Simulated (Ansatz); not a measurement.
# Ga2Ge3O: the cost of one run

Program: Ansatz 0.2.0. Level of theory: DFT PBE, scalar-relativistic, plane waves, PAW. These are calculated values, not measurements.

### Step 1. The system as given

The structure is hexagonal, space group P6/mmm (No. 191). The conventional cell has a = 4.420 Å, b = 4.420 Å, c = 6.326 Å, α = 90.00°, β = 90.00°, γ = 120.00°. Ga (site symmetry 6mm) has 1 O at 2.02 Å and 1 Ga at 2.29 Å as nearest neighbours. Ge (site symmetry mmm) has 4 Ge at 2.21 Å and 2 O at 2.21 Å as nearest neighbours. Around O (site symmetry 6/mmm) lie 2 Ga at 2.02 Å and 6 Ge at 2.21 Å.

Coordinates:

```cif
data_structure
_symmetry_space_group_name_H-M 'P 1'
_symmetry_Int_Tables_number 1
_cell_length_a 4.4199
_cell_length_b 4.4199
_cell_length_c 6.3261
_cell_angle_alpha 90.000
_cell_angle_beta 90.000
_cell_angle_gamma 120.000
_cell_volume 107.03
loop_
_atom_site_label
_atom_site_type_symbol
_atom_site_fract_x
_atom_site_fract_y
_atom_site_fract_z
_atom_site_occupancy
Ga1 Ga 0.00000 0.00000 0.81928 1
Ga2 Ga 0.00000 0.00000 0.18072 1
Ge1 Ge 0.50000 0.00000 0.50000 1
Ge2 Ge 0.00000 0.50000 0.50000 1
Ge3 Ge 0.50000 0.50000 0.50000 1
O1 O 0.00000 0.00000 0.50000 1
```

Recipe of the guess: random cell by space group and Wyckoff sites (P6/mmm, No. 191). Its size is a rough estimate.

### Step 2. A first look at the guess

input.yaml

```yaml
crystal:
  lattice:
    - [4.41992559, 0.0, 0.0]
    - [-2.20996279, 3.82776784, 0.0]
    - [0.0, 0.0, 6.32608767]
  atoms:
    - { symbol: Ga, position: [0.0, 0.0, 0.81927577] }
    - { symbol: Ga, position: [0.0, 0.0, 0.18072423] }
    - { symbol: Ge, position: [0.5, 0.0, 0.5] }
    - { symbol: Ge, position: [0.0, 0.5, 0.5] }
    - { symbol: Ge, position: [0.5, 0.5, 0.5] }
    - { symbol: O, position: [0.0, 0.0, 0.5] }
basis:
  ecutwfc: 420
kpoints:
  mp_grid: { grid: [6, 6, 4] }
hamiltonian:
  xc: pbe
scf:
  occupations: { method: gaussian, width: 0.1 }
  lower_state_search: "off"
output:
  forces: true
  stress: true
  eigenvalues: true
```

Started as:

```console
ansatz run input.yaml --threads 1 --pin off --max-ram 2560MiB --backend cpu --events-out ev --progress --plain --runs-dir out
```

What time and memory should one allow on 1 thread of Intel Xeon at 2.70GHz, shared host?

About 11 s, with a peak of 0.43 GiB.
